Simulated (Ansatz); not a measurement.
# Ge2P (doublet): the correlation ladder at a displaced geometry (v1), cc-pVDZ

Aim: climb from Hartree-Fock through coupled cluster for Ge2P (doublet) at one geometry and basis, and see what each rung misses.

Computed with Ansatz 0.2.0, Gaussian basis. Level: cc-pVDZ, core rule «outside noble gas», up to 33 orbitals frozen.

Plan: UHF; CCSD(T) on ROHF; CCSD(T) on UHF; BCCD(T) on ROHF; CISD as a restricted active space (open shells left free, so some higher excitations enter); CCSDT(Q) on ROHF; CCSDT(Q) on UHF.

28 further runs of the same task are left out: 15 that didn't finish, 13 set aside as unsound or not needed. Runs told in other sessions of the task aren't counted.

### Step 1. What is computed

The geometry is a PBE0/def2-TZVP stationary point (not a proven minimum) with its atoms shifted at random (size 0.040 Å). No spin-orbit coupling is included. The filled d shell of Ge may be among the frozen orbitals whatever the setting's name suggests.

3 atoms, charge 0, spin multiplicity 2.

Atoms are counted from 1 here; the program's logs count them from 0.

Bond lengths: Ge1–Ge2 2.641 Å, Ge1–P3 2.225 Å, Ge2–P3 2.154 Å. Angles: Ge2–Ge1–P3 51.7°, Ge1–Ge2–P3 54.1°, Ge1–P3–Ge2 74.2°.

Coordinates:

```xyz
3
Ge2P
Ge   -0.00794    0.31473    1.32893
Ge   -0.00877    0.29859   -1.31200
P     0.03919   -1.43836   -0.03972
```

### Step 2. UHF

Input file in.yaml:

```yaml
crystal:
  periodic: [false, false, false]
  atoms:
    - {symbol: Ge, position_ang: [-0.007939, 0.314731, 1.328933]}
    - {symbol: Ge, position_ang: [-0.008772, 0.298588, -1.311996]}
    - {symbol: P, position_ang: [0.039192, -1.438364, -0.039721]}
basis:
  gaussian: {orbitals: cc-pVDZ}
magnetization: {spin_polarized: true, initial_magnetization: 1}
hamiltonian: {xc: hf}
output: {orbitals: {seedname: orbitals}}
```

On the command line:

```console
> ansatz run in.yaml --threads 1 --pin off --events-out ev --progress --plain --max-ram 2393MiB
```

The runs that follow: CCSD(T) on ROHF; CCSD(T) on UHF; BCCD(T) on ROHF; CISD as a restricted active space (open shells left free, so some higher excitations enter); CCSDT(Q) on ROHF; CCSDT(Q) on UHF.

**Question.** What will the summary of the whole plan be? Wanted: UCCSDT(Q) from the RHF energy; RMP2 from UCCSDT(Q); UMP2 from UCCSDT(Q); RCCSD from UCCSDT(Q); RCCSD(T) from UCCSDT(Q); UCCSD(T) from UCCSDT(Q); RCCSDT(Q) from UCCSDT(Q); T1 diagnostic.

As calculated:

```
                         quantity        value
    UCCSDT(Q) from the ROHF energy   -8.2237 eV
              RMP2 from UCCSDT(Q)  +1210.4 meV
              UMP2 from UCCSDT(Q)  +1270.7 meV
             RCCSD from UCCSDT(Q)   +526.6 meV
          RCCSD(T) from UCCSDT(Q)    +75.8 meV
          UCCSD(T) from UCCSDT(Q)    +77.9 meV
         RCCSDT(Q) from UCCSDT(Q)     +5.0 meV
levels within 1 kcal/mol (43 meV)    RCCSDT(Q)
                    T1 diagnostic        0.026
```

What this shows: RCCSD(T) misses by +75.8 meV, 0.9 % of the correlation energy. These misses are within one basis, not against nature; the frozen cores of restricted and unrestricted runs differ, which can shift their rows.

With open shells the CI space here admits some higher excitations, so it is larger than plain CISD.
